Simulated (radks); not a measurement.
# Eu²⁺ in [Xe] 4f7: an all-electron calculation

Wanted: eigenvalues, radial structure and energy terms of the europium ion Eu2+.

The numbers are computed with radks (a radial shooting solver on a logarithmic mesh, Libxc functionals) version 1 (scalar-relativistic Kohn-Sham, r2SCAN, spin-polarised, spherical densities, finite nucleus; open shells are filled with parallel spins first), except any that are marked as measured or tabulated.

## Step 1: The atom as given

| Quantity | Value |
| --- | --- |
| element | europium (Z = 63) |
| charge | +2 |
| electrons | 61 |
| configuration | [Xe] 4f7 |
| nuclear rms radius | 5.1115 fm |

Outer shells as boxes (Hund's rule):

Eu²⁺
```
[Xe] core
4f [↑ ][↑ ][↑ ][↑ ][↑ ][↑ ][↑ ]
```

## Step 2: Self-consistent calculation

Input:

```text
Z 63
configuration [Xe] 4f7 6s0 5d0 6p0 5f0
relativity scalar-relativistic
functional r2scan,r2scan
spin polarised
nucleus finite rms 5.1115 fm
c 137.035999084
```

**Question.** What will this run give?

As calculated:

```
                        quantity                     value
                    total energy       -10844.2279 hartree
exchange-correlation share of it                    2.24 %
                            −T/E                    1.0713
          highest occupied level         4f up, -17.736 eV
    most extended occupied level  5p down, <r> = 1.65 bohr
 radius at density 0.001 e/bohr³                 3.46 bohr
    maxima of the radial density                         4
         ionisation energy, NIST      24.84 (semi-emp.) eV
```

**Reading.** 5 principal shells are occupied and 4 maxima appear in the radial density; where shells overlap, one shows as a shoulder or not at all. Relativity lifts −T/E to 1.071. The top level binds by 17.736 eV, 71 % of the NIST ionisation energy of 24.84 eV; the potential of a semilocal functional falls off too fast, so its top eigenvalue is too shallow. Open shells are spherical and high-spin; term and fine-structure splittings are not resolved. Spin-orbit splitting is averaged out at the scalar-relativistic level.
